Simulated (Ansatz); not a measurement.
# MgBrCl: up Jacob's ladder to CCSD(T)

An exercise on one series of results from a longer session: the logs are not shown, and one member is left open.

Computed with Ansatz 0.2.0, Gaussian basis. Level: functionals in def2-TZVPP, the program's frozen cores in correlated methods.

Plan: LDA (SPW92), PBE-D4, revPBE-D4, BLYP-D4, r2SCAN-D4, B97M-V, PBE0-D4, B3LYP-D4, r2SCANh-D4, r2SCAN0-D4, HSE06-D4, BHLYP-D4, CAM-B3LYP-D4, LC-ωPBE, ωB97X-V, ωB97M-V, B2PLYP, PBE-QIDH; CCSD(T)/def2-SVP; CCSD(T)/def2-TZVPP; MP2/def2-QZVPP; extrapolation to the limit; RPA on PBE.

## The geometry

The geometry comes from an earlier relaxation with PBE0-D4 in a triple-zeta def2 set; it is a stationary point.

SMILES `[Cl][Mg][Br]`, 3 atoms, charge 0, spin multiplicity 1.

Atoms are counted from 1 here; the program's logs count them from 0.

Bond lengths: Cl1–Mg2 2.170 Å, Mg2–Br3 2.318 Å. Angles: Cl1–Mg2–Br3 179.8°.

Set-up of the first run:

Input file in.yaml:

```yaml
crystal:
  periodic: [false, false, false]
  atoms:
    - {symbol: Cl, position_ang: [0.860557, 1.907714, 0.671430]}
    - {symbol: Mg, position_ang: [0.013558, 0.022478, 0.010205]}
    - {symbol: Br, position_ang: [-0.885016, -1.995092, -0.694834]}
basis:
  gaussian: {orbitals: def2-TZVPP}
hamiltonian: {xc: lda}
output: {orbitals: {seedname: orbitals}}
```

Steps of the session up to this table: LDA; PBE-D4 (GGA); revPBE-D4 (GGA); BLYP-D4 (GGA); r2SCAN-D4 (meta-GGA); B97M-V (meta-GGA); PBE0-D4 (hybrid); B3LYP-D4 (hybrid); r2SCANh-D4 (hybrid); r2SCAN0-D4 (hybrid); HSE06-D4 (hybrid); BHLYP-D4 (hybrid); CAM-B3LYP-D4 (range-separated); LC-ωPBE-D4 (range-separated; the results give it without D4); ωB97X-V (range-separated); ωB97M-V (range-separated); B2PLYP (double hybrid); PBE-QIDH (double hybrid).

One table of the session follows, with a row left open; its other results are not shown here.

It belongs to the step «Orbital energies across the functionals». 

```
  functional  HOMO (eV)  LUMO (eV)  gap (eV)
 LDA (SPW92)      -7.45      -2.81      4.64
      PBE-D4      -7.28      -2.54      4.74
   revPBE-D4      -7.22      -2.38      4.84
     BLYP-D4      -7.10      -2.51      4.59
   r2SCAN-D4      -7.61      -2.07      5.53
      B97M-V      -7.62      -2.42      5.19
     PBE0-D4      -8.54      -1.82      6.72
    B3LYP-D4      -8.27      -2.11      6.16
  r2SCANh-D4      -8.07      -1.86      6.20
  r2SCAN0-D4      -8.76      -1.56      7.20
    HSE06-D4      -8.14      -2.18      5.96
    BHLYP-D4      -9.63      -1.24      8.40
CAM-B3LYP-D4      -9.86      -1.07      8.79
     LC-ωPBE     -11.27       0.09     11.37
     ωB97X-V     -10.90      -0.08     10.82
     ωB97M-V          ?          ?         ?
```

**Question.** Estimate the row for ωB97M-V.

**Answer.** HOMO (eV): -10.76; LUMO (eV): -0.41; gap (eV): 10.35. In the column «HOMO (eV)» it lies between ωB97X-V (-10.90) and CAM-B3LYP-D4 (-9.86).
